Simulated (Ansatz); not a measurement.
# AsH3: the cost of one run

Method: def2-QZVPP, all electrons in the functionals, frozen cores in the correlation of double hybrids and RPA; program: Ansatz 0.2.0, Gaussian basis.

Plan: PBE, BLYP, r2SCAN, B97M-V, PBE0, B3LYP, wB97M-V, B2PLYP, at charge 0, singlet; charge 0, triplet; charge 1, doublet.

6 further runs of the same task are left out: 6 set aside as unsound or not needed.

## (1) The geometry

The geometry is a PBE0/def2-TZVP stationary point (not a proven minimum). No spin-orbit coupling is included. The filled d shell of As may be among the frozen orbitals whatever the setting's name suggests; the logs give the count.

4 atoms, charge 0, spin multiplicity 1.

Atoms are counted from 1 here; the program's logs count them from 0.

Bond lengths: As1–H2 1.522 Å, As1–H3 1.522 Å, As1–H4 1.522 Å. Angles: H2–As1–H3 92.0°, H2–As1–H4 92.0°, H3–As1–H4 92.0°.

As a file:

```mol
AsH3
  3D, bonds by distance, orders not assigned

  4  3  0  0  0  0  0  0  0  0999 V2000
    0.0002    0.0000   -0.0329 As  0  0
    1.2593    0.0140    0.8215 H   0  0
   -0.6489    1.0868    0.8116 H   0  0
   -0.6239   -1.1021    0.8106 H   0  0
  1  2  8  0
  1  3  8  0
  1  4  8  0
M  END
```

No dispersion term is added; B97M-V, wB97M-V hold VV10 nonlocal correlation. B3LYP takes the VWN-RPA correlation.

The geometry shown and the zero of energy belong to the point charge 0, singlet. The yardstick, RCCSD(T), and other wave-function levels (R restricted, U unrestricted, valence and pair active spaces) come from earlier runs.

## (2) PBE, charge 0, singlet

File in.yaml:

```yaml
crystal:
  periodic: [false, false, false]
  atoms:
    - {symbol: As, position_ang: [0.000180, 0.000018, -0.032875]}
    - {symbol: H, position_ang: [1.259297, 0.013995, 0.821503]}
    - {symbol: H, position_ang: [-0.648855, 1.086822, 0.811601]}
    - {symbol: H, position_ang: [-0.623856, -1.102121, 0.810570]}
basis:
  gaussian: {orbitals: "def2-QZVPP.json"}
hamiltonian: {xc: {name: PBE}}
output: {orbitals: {seedname: orbitals}}
```

Run with:

```
$ ansatz run in.yaml --threads 1 --pin off --events-out ev --progress --plain --max-ram 2393MiB
```

**Question.** How long does this run take on 1 thread of Intel Xeon 6975P-C, shared host?

About 1.1 s.
